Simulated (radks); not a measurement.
# Spin polarisation of the 4f shell in Nd³⁺

Aim: the energy gained and the exchange splitting as electrons of the 4f shell of Nd³⁺ are turned from spin down to spin up.

Program: radks (a radial shooting solver on a logarithmic mesh, Libxc functionals) version 1. Level of theory: scalar-relativistic Kohn-Sham, BLYP, spin-polarised, spherical densities, finite nucleus. These are calculated values, not measurements, unless marked.

### Step 1. Starting point

| Property | Result |
| --- | --- |
| element | neodymium (Z = 60) |
| charge | +3 |
| electrons | 57 |
| configuration | [Xe] 4f(up 1.5, down 1.5) |
| nuclear rms radius | 4.9123 fm |

A shell typed twice in an input gives spin up, then spin down.

### Step 2. No moment

The run's settings:

```text
Z 60
configuration [Xe] 4f1.5 4f1.5
relativity scalar-relativistic
functional b88,lyp
spin polarised
nucleus finite rms 4.9123 fm
c 137.035999084
```

### Step 3. moment 0.75 in 4f

The run's settings:

```text
Z 60
configuration [Xe] 4f1.875 4f1.125
relativity scalar-relativistic
functional b88,lyp
spin polarised
nucleus finite rms 4.9123 fm
c 137.035999084
```

### Step 4. moment 1.5 in 4f

The run's settings:

```text
Z 60
configuration [Xe] 4f2.25 4f0.75
relativity scalar-relativistic
functional b88,lyp
spin polarised
nucleus finite rms 4.9123 fm
c 137.035999084
```

### Step 5. moment 2.25 in 4f

The run's settings:

```text
Z 60
configuration [Xe] 4f2.625 4f0.375
relativity scalar-relativistic
functional b88,lyp
spin polarised
nucleus finite rms 4.9123 fm
c 137.035999084
```

### Step 6. moment 3 in 4f

The run's settings:

```text
Z 60
configuration [Xe] 4f3 4f0
relativity scalar-relativistic
functional b88,lyp
spin polarised
nucleus finite rms 4.9123 fm
c 137.035999084
```

Before running it: what results should come out? Wanted: for each run, moment; E − E(0); ε(4f up); ε(4f down); splitting.

As calculated:

| moment (μB) | E − E(0) (eV) | ε(4f up) (eV) | ε(4f down) (eV) | splitting (eV) |
| --- | --- | --- | --- | --- |
| 0 | 0.000 | -30.604 | -30.604 | 0.000 |
| 0.75 | -0.100 | -30.860 | -30.325 | 0.535 |
| 1.5 | -0.402 | -31.093 | -30.024 | 1.069 |
| 2.25 | -0.903 | -31.302 | -29.701 | 1.602 |
| 3 | -1.603 | -31.486 | -29.356 | 2.131 |

At a moment of 3 μB the energy has fallen by 1.60 eV and the 4f levels split by 2.13 eV, 0.710 eV per μB. The Stoner form E = −I m²/4 would give I = 0.713 eV. The energy falls at every step.
